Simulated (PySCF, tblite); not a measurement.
# (3r,6s)-3,6-dimethyl-1,4-dioxane-2,5-dione (C₆H₈O₄): geometry, infrared bands and NMR shifts

Wanted: the infrared bands and NMR shifts of (3r,6s)-3,6-dimethyl-1,4-dioxane-2,5-dione (C₆H₈O₄) (`C[C@@H]1OC(=O)[C@@H](C)OC1=O`), by calculation.

Programs: tblite 0.8.0 and PySCF 2.14.0, with density-fitted response routines of our own. Each step states its level of theory. These are calculated values for one molecule in the gas phase, unless marked as measured. Atoms count from 0, in the outputs and in this text.

## (1) The starting structure

18 atoms, charge 0, multiplicity 1; geometry from: force field or distance geometry start.

Bonds of the start (Å): C0–C1 1.51, C1–O2 1.42, O2–C3 1.35, C3–O4 1.21, C3–C5 1.53, C5–C6 1.53, C5–O7 1.42, O7–C8 1.35, C8–O9 1.23, C8–C1 1.54, C0–H10 1.10, C0–H11 1.10, C0–H12 1.09, C1–H13 1.10, C5–H14 1.09, C6–H15 1.10, C6–H16 1.09, C6–H17 1.09.

## (2) Relaxing the molecule with GFN2-xTB

What the job is given:

```
{"job": {"kind": "relax", "xc": "GFN2-xTB", "basis": "xTB"}, "charge": 0, "multiplicity": 1}
C     -2.586000     0.203100     0.277100
C     -1.074800     0.188100     0.252600
O     -0.658500     0.794900    -0.958400
C      0.607000     0.632800    -1.384600
O      1.074800     1.278900    -2.292400
C      1.412100    -0.411700    -0.609200
C      2.302600     0.270200     0.426800
O      0.694400    -1.470300     0.010500
C     -0.551800    -1.239600     0.484900
O     -1.185100    -2.104600     1.087500
H     -2.997300    -0.172900     1.222900
H     -2.970900     1.221400     0.125700
H     -3.005900    -0.406800    -0.523900
H     -0.703200     0.803100     1.087800
H      2.054000    -0.889800    -1.349700
H      2.944900    -0.466900     0.934900
H      2.931800     1.042200    -0.021200
H      1.703100     0.734100     1.217000
```

On the command line:

```sh
OMP_NUM_THREADS=1 python probes_run.py task.json out
```

One launch serves the whole session: the jobs run in the order shown.

**Question.** This job is followed by: GFN2-xTB harmonic vibrations, gas phase; GIAO PBE0/pcSseg-1 NMR shielding, non-relativistic, gas phase. What will the session give for the following? strongest single infrared mode (GFN2-xTB); zero-point energy (GFN2-xTB); 13C shifts against TMS (PBE0/pcSseg-1, means over atoms taken as alike); 1H shifts against TMS (PBE0/pcSseg-1, means over atoms taken as alike); 17O shifts against H2O (PBE0/pcSseg-1, means over atoms taken as alike).

The runs gave:

| quantity | value |
| --- | --- |
| strongest single infrared mode (GFN2-xTB) | 1784 cm⁻¹, 960 km/mol |
| zero-point energy (GFN2-xTB) | 85.4 kcal/mol |
| 13C shifts against TMS (PBE0/pcSseg-1, means over atoms taken as alike) | 170.5, 76.7, 20.1 ppm |
| 1H shifts against TMS (PBE0/pcSseg-1, means over atoms taken as alike) | 4.92, 1.70 ppm |
| 17O shifts against H2O (PBE0/pcSseg-1, means over atoms taken as alike) | 448.9, 222.9 ppm |

In words: The optimisation took 59 steps and gained 0.159 eV; among the close pairs (by a distance rule), C8–O9 changed most, from 1.230 to 1.197 Å. All 48 modes are real, so the xTB geometry is a minimum. The strongest single mode, at 1784 cm⁻¹, is carried by C3, C8, O4, O9. GFN2-xTB is a fitted tight-binding method: band positions and strengths are rough. Its intensities can rank the bands wrongly. C3, C8 (mean) (ester carbonyl carbon) lies farthest downfield among carbon, at 170.5 ppm; it is a carbonyl in resonance with an O or N lone pair, the region of acids, esters and amides. The most deshielded hydrogen is H13, H14 (mean) (hydrogen on an sp3 CH bonded to O, α to a carbonyl), at 4.92 ppm: its carbon carries O, hence the downfield position. At PBE0/pcSseg-1: Shielding is most anisotropic at O4, O9 (span 725 ppm, paramagnetic term -511 ppm).
